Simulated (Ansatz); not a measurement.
# U-wB97M-V/STO-3G run of GeH3 (SMILES [GeH3])

Aim: the electronic atomisation energy of GeH3 at U-wB97M-V/STO-3G, from 3 runs. 

The calculation is run with Ansatz 0.2.0.

27 further runs of the same task are left out: 1 that didn't finish, 26 set aside as unsound or not needed.

### 1 Starting point

GeH3: 4 atoms, total charge 0, spin state doublet. As SMILES, `[GeH3]`. Geometry: relaxed at PBE0-D4/def2-TZVP.

Bond lengths: Ge1–H2 1.539 Å, Ge1–H3 1.539 Å, Ge1–H4 1.539 Å. Angles: H2–Ge1–H3 111.1°, H2–Ge1–H4 111.1°, H3–Ge1–H4 111.1°.

### 2 A single-point energy at U-wB97M-V/STO-3G

Contents of input.yaml:

```yaml
basis:
  gaussian:
    orbitals: STO-3G
crystal:
  periodic: [false, false, false]
  atoms:
    - {symbol: Ge, position_ang: [0.214600, -0.125900, -0.249400]}
    - {symbol: H, position_ang: [1.055000, 0.109600, 1.018300]}
    - {symbol: H, position_ang: [-0.882800, -1.175900, -0.000100]}
    - {symbol: H, position_ang: [-0.386800, 1.192200, -0.768800]}
accuracy: high
magnetization:
  spin_polarized: true
  initial_magnetization: 1
hamiltonian:
  xc: {name: wB97M-V}
```

Run with:

```bash
$ ansatz run input.yaml --threads 1 --pin off --max-ram 2610MiB --events-out events.jsonl --progress --plain --runs-dir runs
```

Log:

```text
Warning: RAYON_NUM_THREADS=1 ignored (pool sized by the plan → 1); use --threads N
Functional definition: wB97M-V
  name "wB97M-V"
  parameter omega = 0.3/bohr
  parameter cx = 0.15
  parameter cx01 = 1.007
  parameter cx10 = 0.259
  parameter css00 = 0.443
  parameter css04 = -1.437
  parameter css10 = -4.535
  parameter css20 = -3.390
  parameter css43 = 4.278
  parameter cos00 = 1.000
  parameter cos10 = 1.358
  parameter cos20 = 2.924
  parameter cos21 = -8.812
  parameter cos60 = -1.390
  parameter cos61 = 9.142
  parameter b = 6.0
  parameter c = 0.01
  gx(w, u) = 1 - cx + cx01*u + cx10*w
  gss(w, u) = css00 + css04*u^4 + css10*w + css20*w^2 + css43*w^4*u^3
  gos(w, u) = cos00 + cos10*w + (cos20 + cos21*u)*w^2 + (cos60 + cos61*u)*w^6
  exchange = spin_sum(e_x_unif_sr(omega)*gx(b97_w, b97_u_x)) + cx*exact_x_sr(omega) + exact_x_lr(omega)
  correlation = spin_sum(e_c_pw_mod_same_spin*gss(b97_w, b97_u_same))
      + integral(e_c_pw_mod_opposite_spin*gos(b97_w_opposite, b97_u_opposite)) + vv10(b, c)
263 factors; integrals over basis functions are off by at most 1.2e-8 eV
95 factors; integrals over basis functions are off by at most 5.0e-10 eV
mean field evaluation 1: about -55914.7067 eV, gradient 4.3e0 eV
mean field evaluation 2: about -55914.9146 eV, gradient 1.2e0 eV
mean field evaluation 4: about -55914.9376 eV, gradient 9.2e-2 eV
mean field evaluation 8: about -55914.9179 eV, gradient 5.5e-3 eV
mean field evaluation 16: about -55914.9179 eV, gradient 2.9e-5 eV
mean field -55914.91792375 eV, -2054.8353332051 hartree, gradient 4.5e-8 eV, S^2 0.750500; 0 other end points of the search recorded, 0 dependent functions left out
reference -55914.91792598 eV, -2054.8353332871 hartree; 18, 17 occupied and 3, 4 virtual orbitals, 263 factors
Total energy: -55914.91792598 eV, -2054.8353332871 hartree
```

It took 20 s on 1 thread of Arm Neoverse V1, shared host; peak memory 0.4 GiB.

### 3 The Ge atom at the same level

Contents of run.yaml:

```yaml
crystal:
  periodic: [false, false, false]
  atoms:
    - {symbol: Ge, position_ang: [0.000000, 0.000000, 0.000000]}
basis:
  gaussian:
    orbitals: STO-3G
magnetization:
  spin_polarized: true
  initial_magnetization: 2
hamiltonian:
  xc: {name: wB97M-V}
accuracy: high
```

Run the same way, it converges to -2052.93635 Eh (log not shown).

### 4 The H atom at the same level

Contents of in.yaml:

```yaml
crystal:
  periodic: [false, false, false]
  atoms:
    - {symbol: H, position_ang: [0.000000, 0.000000, 0.000000]}
basis:
  gaussian:
    orbitals: STO-3G
magnetization:
  spin_polarized: true
  initial_magnetization: 1
hamiltonian:
  xc: {name: wB97M-V}
accuracy: high
```

Run with:

```bash
$ ansatz run in.yaml --threads 1 --pin off --max-ram 2610MiB --events-out events.jsonl --progress --plain --runs-dir runs
```

Log (excerpt; [...] marks lines left out):

```text
Warning: RAYON_NUM_THREADS=1 ignored (pool sized by the plan → 1); use --threads N
Functional definition: wB97M-V
  name "wB97M-V"
[...]
  gx(w, u) = 1 - cx + cx01*u + cx10*w
  gss(w, u) = css00 + css04*u^4 + css10*w + css20*w^2 + css43*w^4*u^3
  gos(w, u) = cos00 + cos10*w + (cos20 + cos21*u)*w^2 + (cos60 + cos61*u)*w^6
[...]
      + integral(e_c_pw_mod_opposite_spin*gos(b97_w_opposite, b97_u_opposite)) + vv10(b, c)
1 factors; integrals over basis functions are off by at most 4.6e-10 eV
1 factors; integrals over basis functions are off by at most 2.9e-10 eV
[...]
mean field -12.42314868 eV, -0.4565422933 hartree, gradient 0.0e0 eV, S^2 0.750000; 0 other end points of the search recorded, 0 dependent functions left out
reference -12.42314998 eV, -0.4565423410 hartree; 1, 0 occupied and 0, 1 virtual orbitals, 1 factors
Total energy: -12.42314998 eV, -0.4565423410 hartree
```

Wall time 0.28 s (1 thread of Arm Neoverse V1, shared host).

### 5 Results

At U-wB97M-V/STO-3G:

| quantity | value |
| --- | --- |
| molecule: total energy | -2054.83533 Eh |
| molecule: ⟨S²⟩ | 0.750 |
| Ge atom: total energy | -2052.93635 Eh |
| Ge atom: ⟨S²⟩ | 2.205 |
| H atom: total energy | -0.45654 Eh |
| H atom: ⟨S²⟩ | 0.750 |
| electronic atomisation energy | 14.405 eV |

In words: Taking the molecule apart into free atoms costs 14.40 eV (332 kcal/mol), before zero-point energy and without spin-orbit coupling. In a minimal basis such a difference can be off by several eV, whatever the method. ⟨S²⟩ (Ge atom) is 2.21 where a pure triplet has 2.00: the reference is spin-contaminated.
